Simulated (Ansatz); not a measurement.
# MnSe: the cost of one run

Program: Ansatz 0.2.0. Level of theory: DFT LDA+U (U_eff = 1 eV on Mn d), plane waves, PAW. These are calculated values, not measurements.

## 1. Starting point

The structure is cubic, space group Pm-3m (No. 221). Conventional cell: a = 3.367 Å, b = 3.367 Å, c = 3.367 Å, α = 90.00°, β = 90.00°, γ = 90.00°. Around Mn (site symmetry m-3m) lie 8 Se at 2.92 Å. Around Se (site symmetry m-3m) lie 8 Mn at 2.92 Å.

As a file:

```xyz
2
Lattice="3.3674 0.0000 0.0000 0.0000 3.3674 0.0000 0.0000 0.0000 3.3674" Properties=species:S:1:pos:R:3 pbc="T T T"
Mn    0.0000    0.0000    0.0000
Se    1.6837    1.6837    1.6837
```

An earlier series on this cell reached its lowest free state from «ferromagnetic start, free, symmetry kept, no search», perhaps among other starts.

## 2. Total moment held at first, then free, 2.50 μB per cell

input.yaml

```yaml
crystal:
  lattice:
    - [3.36744939, 0.0, 0.0]
    - [0.0, 3.36744939, 0.0]
    - [0.0, 0.0, 3.36744939]
  atoms:
    - { symbol: Mn, position: [0.0, 0.0, 0.0], spin: 2.5 }
    - { symbol: Se, position: [0.5, 0.5, 0.5] }
basis:
  ecutwfc: 420
  ecutrho_ratio: 4
kpoints:
  mp_grid: { grid: [6, 6, 6] }
hamiltonian:
  xc: lda
  hubbard: { sites: [{ site: 0, l: d, u_eff: 1.0 }] }
scf:
  occupations: { method: gaussian, width: 0.05 }
  lower_state_search: "off"
  max_iter: 150
output:
  forces: true
  stress: true
  eigenvalues: true
  populations: true
  hubbard: { sites: [{ site: 0, l: d }] }
magnetization:
  spin_polarized: true
  initial_magnetization: 2.5
  spin_locking: { lock_magnetization: soft, n_iters: 6 }
```

The lock is temporary (n_iters 6) and is released on the way.

On the command line:

```sh
> ansatz run input.yaml --threads 2 --pin off --max-ram 3072MiB --backend cpu --events-out ev --progress --plain --runs-dir out
```

What time and memory should one allow on 2 threads of AMD EPYC 9R45 (Zen 5), shared host?

About 1 s, with a peak of 0.39 GiB.
